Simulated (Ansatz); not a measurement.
# SiAsH (triplet): wave-function methods side by side, cc-pVDZ

How much of the correlation energy of SiAsH (triplet) does each wave-function method recover here?

Method: cc-pVDZ, core rule «outside noble gas», up to 19 orbitals frozen; program: Ansatz 0.2.0, Gaussian basis.

The runs, in order: UHF; CCSD(T) on ROHF; CCSD(T) on UHF; BCCD(T) on ROHF; CISD as a restricted active space (open shells left free, so some higher excitations enter); CCSDT(Q) on ROHF; CCSDT(Q) on UHF; CASSCF and MRCISD+Q, 10 electrons in 9 orbitals; CASSCF and NEVPT2, 10 electrons in 9 orbitals.

26 further runs of the same task are left out: 12 that didn't finish, 14 set aside as unsound or not needed. Runs told in other sessions of the task aren't counted.

**1. The geometry**

The geometry is a PBE0/def2-TZVP stationary point (not a proven minimum). No spin-orbit coupling is included. The filled d shell of As may be among the frozen orbitals whatever the setting's name suggests.

3 atoms, charge 0, spin multiplicity 3.

Atoms are counted from 1 here; the program's logs count them from 0.

Bond lengths: Si1–As2 2.376 Å, As2–H3 1.534 Å. Angles: Si1–As2–H3 96.9°.

**2. UHF**

File in.yaml:

```yaml
crystal:
  periodic: [false, false, false]
  atoms:
    - {symbol: Si, position_ang: [0.000000, 0.027963, 1.736186]}
    - {symbol: As, position_ang: [0.000000, -0.030497, -0.639258]}
    - {symbol: H, position_ang: [0.000000, 1.487685, -0.860592]}
basis:
  gaussian: {orbitals: cc-pVDZ}
magnetization: {spin_polarized: true, initial_magnetization: 2}
hamiltonian: {xc: hf}
output: {orbitals: {seedname: orbitals}}
```

On the command line:

```console
$ ansatz run in.yaml --threads 1 --pin off --events-out ev --progress --plain --max-ram 2393MiB
```

After this run come: CCSD(T) on ROHF; CCSD(T) on UHF; BCCD(T) on ROHF; CISD as a restricted active space (open shells left free, so some higher excitations enter); CCSDT(Q) on ROHF; CCSDT(Q) on UHF; CASSCF and MRCISD+Q, 10 electrons in 9 orbitals; CASSCF and NEVPT2, 10 electrons in 9 orbitals.

**Question.** What will the summary of the whole plan be? Wanted: UCCSDT(Q) from the RHF energy; RMP2 from UCCSDT(Q); UMP2 from UCCSDT(Q); RCCSD from UCCSDT(Q); RCCSD(T) from UCCSDT(Q); UCCSD(T) from UCCSDT(Q); RCCSDT(Q) from UCCSDT(Q); NEVPT2 valence from UCCSDT(Q); MRCISD+Q valence from UCCSDT(Q).

The runs gave:

```
                         quantity                                        value
    UCCSDT(Q) from the ROHF energy                                   -5.3930 eV
              RMP2 from UCCSDT(Q)                                +114.0 kJ/mol
              UMP2 from UCCSDT(Q)                                +117.6 kJ/mol
             RCCSD from UCCSDT(Q)                                 +21.0 kJ/mol
          RCCSD(T) from UCCSDT(Q)                                  +4.7 kJ/mol
          UCCSD(T) from UCCSDT(Q)                                  +4.6 kJ/mol
         RCCSDT(Q) from UCCSDT(Q)                                  +0.2 kJ/mol
    NEVPT2 valence from UCCSDT(Q)                                 +92.0 kJ/mol
  MRCISD+Q valence from UCCSDT(Q)                                  +1.9 kJ/mol
levels within 1 kcal/mol (43 meV)  RCCSDT, UCCSDT, RCCSDT(Q), MRCISD+Q valence
                    T1 diagnostic                                        0.025
   effectively unpaired electrons                                         2.05
```

RCCSD(T) lands +4.7 kJ/mol from the yardstick (0.9 % of the correlation energy). One determinant dominates. Of the multireference levels listed MRCISD+Q valence comes nearest in total energy (+1.9 kJ/mol), which doesn't show that its space is the better one. These misses are within one basis, not against nature; the frozen cores of restricted and unrestricted runs differ, which can shift their rows.

With open shells the CI space here admits some higher excitations, so it is larger than plain CISD.
